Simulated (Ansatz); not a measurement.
# CHClGaN (SMILES N#[C][GaH][Cl]): one structure at several levels

One table from this session's results is given with a row withheld; the runs are named, their logs left out.

Program: Ansatz 0.2.0, Gaussian basis. Level of theory: single points in def2-TZVPP. These are calculated values, not measurements.

Correlated methods freeze the cores. Filled d shells of the heavier atoms are correlated.

## Where the work starts

5 atoms, charge 0, spin multiplicity 1.

Atoms are counted from 1 here; the program's logs count them from 0.

Bond lengths: N1–C2 1.378 Å, C2–Ga3 2.013 Å, Ga3–Cl4 2.118 Å, Ga3–H5 1.723 Å. Angles: N1–C2–Ga3 172.3°, C2–Ga3–Cl4 116.8°, C2–Ga3–H5 111.4°, Cl4–Ga3–H5 131.8°.

Geometry (Å):

```
atom    x (Å)    y (Å)    z (Å)
  N1   1.3179  -1.6218   1.5817
  C2   0.6563  -0.6761   0.8289
 Ga3  -0.3167   0.5204  -0.4656
 Cl4  -1.9863  -0.3138  -1.4677
  H5   0.4372   2.0658  -0.5815
```

Set-up of the first run:

The input, run/in.yaml:

```yaml
crystal:
  periodic: [false, false, false]
  atoms:
    - {symbol: N, position_ang: [1.317900, -1.621800, 1.581700]}
    - {symbol: C, position_ang: [0.656300, -0.676100, 0.828900]}
    - {symbol: Ga, position_ang: [-0.316700, 0.520400, -0.465600]}
    - {symbol: Cl, position_ang: [-1.986300, -0.313800, -1.467700]}
    - {symbol: H, position_ang: [0.437200, 2.065800, -0.581500]}
basis:
  gaussian: {orbitals: def2-TZVPP}
correlation: {method: ccsd_t}
output: {forces: true}
```

The command line of these runs was not kept.

Steps of the session up to this table: CCSD(T)/def2-TZVPP; PBE0-D4/def2-TZVPP; wB97M-V/def2-TZVPP; r2SCAN-D4/def2-TZVPP; PBE-D4/def2-TZVPP; BHLYP-D4/def2-TZVPP; LC-wPBE/def2-TZVPP.

One of the session's tables, all rows but one given; the rest of the session is left out.

```
   method  RMS force component (eV/Å)  angle to CCSD(T) forces (°)  dipole (D)
  CCSD(T)                       4.204                    reference        3.40
  PBE0-D4                       4.934                          1.8        3.56
  wB97M-V                       5.096                          1.7        3.67
r2SCAN-D4                       4.631                          1.1        3.45
   PBE-D4                           ?                            ?           ?
 BHLYP-D4                       5.493                          2.2        3.78
  LC-wPBE                       5.354                          2.6        3.73
```

**Question.** Estimate the row for PBE-D4.

As computed: RMS force component (eV/Å): 4.323; angle to CCSD(T) forces (°): 1.3; dipole (D): 3.36. In the column «RMS force component (eV/Å)» it lies between CCSD(T) (4.204) and r2SCAN-D4 (4.631).
